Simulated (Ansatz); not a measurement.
What does this script print? It uses Ansatz 0.2.0, Python API.

`h4n2sn.py`
```python
import ansatz as az
import numpy as np

BASIS_SET = "def2-SVP"
XC = "B3LYP"


def main() -> None:
    geometry_ang = [
        ("N", [-1.2989, -0.2818, -0.9962]),
        ("Sn", [0.3717, 0.8896, -0.9729]),
        ("N", [1.4016, 0.4659, 0.7287]),
        ("H", [-0.9774, -1.2254, -0.9421]),
        ("H", [-1.8659, -0.0237, -0.1474]),
        ("H", [1.6098, -0.5493, 0.7351]),
        ("H", [0.8203, 0.6567, 1.5491]),
    ]
    h4n2sn = az.Crystal.molecule()
    for symbol, xyz in geometry_ang:
        h4n2sn = h4n2sn.atom(symbol, xyz)

    base = (
        h4n2sn.calculation()
        .basis(gaussian=BASIS_SET)
        .functional(XC)
        .forces()
    )
    centre = np.mean([site.position_ang for site in h4n2sn.cartesian_sites], axis=0)
    field = 2 * 14.399645 * 3.0 / 30.0 ** 2


    def dipole(axis, sign):
        arm = 30.0 * np.eye(3)[axis]
        pair = [{"charge": sign * 3.0, "position_ang": (centre - arm).tolist()}, {"charge": -sign * 3.0, "position_ang": (centre + arm).tolist()}]
        deck = base.input().set(az.key.basis.gaussian.point_charges, pair)
        return np.array(az.Session.from_dict(deck).plan().execute().report["charge_distribution"]["dipole_moment_e_ang"])


    print(f"field {field:.4f} V/A")
    alpha = np.array([(dipole(axis, 1) - dipole(axis, -1)) / (2 * field) * 14.399645 for axis in range(3)])
    print("polarisability tensor (A^3)")
    print(np.array2string(alpha, precision=3, suppress_small=True))
    print(f"mean {np.trace(alpha) / 3:.3f} A^3 = {np.trace(alpha) / 3 / 0.14818471:.2f} bohr^3")


if __name__ == "__main__":
    main()
```

```console
$ python h4n2sn.py
field 0.0960 V/A
polarisability tensor (A^3)
[[ 8.011  0.401  0.536]
 [ 0.394  7.246 -0.151]
 [ 0.531 -0.15   7.674]]
mean 7.644 A^3 = 51.58 bohr^3
```

What to keep in mind:
- These settings explore the input space; basis and method may be short of convergence.
- The geometry is a force-field or estimated start, not a minimum of this method, and the basis set is short of its limit. The field of two point charges is only nearly even.
- def2 sets replace the cores of elements past krypton by effective core potentials.
- b3lyp holds the VWN-RPA fit, as in Gaussian; the form of ORCA and Turbomole is b3lyp5.
- Without diffuse functions polarisabilities are unreliable, as a rule too low, and they change with the bond lengths of this unrelaxed start.
- The whole script took 12 s on 1 thread of Intel(R) Xeon(R) Platinum 8488C (Sapphire Rapids) (shared host), peak memory 0.22 GiB.
